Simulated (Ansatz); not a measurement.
## AlB2BrH4, SMILES B[BH][AlH][Br]: a short molecular-dynamics run, step by step

Computed with the Ansatz DFT code, driven from Python.

Run as a notebook:

**Cell 1**
```python
import ansatz
import numpy as np
```

**Cell 2**
```python
mol = (
    ansatz.Crystal.molecule()
    .atom("B", (0.203, 1.4145, -0.6477))
    .atom("B", (0.1052, 0.4716, 0.6707))
    .atom("Al", (-0.2289, -1.555, 0.4384))
    .atom("Br", (-0.4085, -2.4743, -1.7169))
    .atom("H", (0.0149, 0.9977, -1.7583))
    .atom("H", (0.3292, 2.6356, -0.5288))
    .atom("H", (0.2779, 0.9363, 1.754))
    .atom("H", (-0.2006, -2.4835, 1.7328))
)
```

**Cell 3**
```python
setup = mol.calculation()
setup = setup.basis(gaussian="def2-SVP").functional("pbe", dispersion="d3bj")
setup = setup.md("nve", timestep=0.5, steps=40, temperature=800, initial_velocities="maxwell_boltzmann", seed=33)
frames = []
setup.session().plan().execute(on_event=lambda e: frames.append(e["data"]) if e["event"] == "md_step" else None)
print("t (fs)   E_pot (eV)      E_kin (eV)   T (K)   d(0-1) (A)")
for f in frames[::2]:
    xyz = np.array(f["positions_ang"])
    print(f"{f['time_fs']:6.2f} {f['lagrangian_ev']:14.5f} {f['e_kin_ev']:10.5f} {f['temperature_k']:8.1f} {np.linalg.norm(xyz[0] - xyz[1]):9.4f}")
kept = np.array([f["conserved_ev"] for f in frames])
print(f"conserved energy moves by at most {1000 * np.ptp(kept):.3f} meV")
```
Output:
```text
t (fs)   E_pot (eV)      E_kin (eV)   T (K)   d(0-1) (A)
  0.00   -78030.79943    0.62045    800.0    1.6238
  1.00   -78030.79053    0.61177    788.8    1.6430
  2.00   -78030.72698    0.54904    707.9    1.6646
  3.00   -78030.65717    0.48000    618.9    1.6873
  4.00   -78030.62610    0.44891    578.8    1.7101
  5.00   -78030.63225    0.45444    586.0    1.7326
  6.00   -78030.64041    0.46232    596.1    1.7544
  7.00   -78030.63145    0.45362    584.9    1.7757
  8.00   -78030.61734    0.43988    567.2    1.7964
  9.00   -78030.61870    0.44135    569.1    1.8165
 10.00   -78030.64215    0.46456    599.0    1.8355
 11.00   -78030.67448    0.49647    640.1    1.8532
 12.00   -78030.69248    0.51418    663.0    1.8691
 13.00   -78030.68145    0.50328    648.9    1.8826
 14.00   -78030.65084    0.47317    610.1    1.8931
 15.00   -78030.63198    0.45483    586.5    1.9001
 16.00   -78030.65604    0.47900    617.6    1.9031
 17.00   -78030.72798    0.55037    709.6    1.9021
 18.00   -78030.81360    0.63511    818.9    1.8972
 19.00   -78030.86019    0.68129    878.4    1.8891
 20.00   -78030.84162    0.66308    855.0    1.8785
conserved energy moves by at most 1.957 meV
```

What to keep in mind:
- Total energies depend on the basis set; only differences at equal settings carry meaning.
- The trajectory is only some femtoseconds long, so its temperature is not equilibrated; where the script doesn't relax first, it starts from a rough generated geometry.
- The temperature counts the internal degrees of freedom alone.
- Run time: 2.2 min on 1 thread of Arm Neoverse V1, with other jobs on the host, peak memory 0.2 GiB.

(Lines on the test bed's own set-up are left out of the output.)
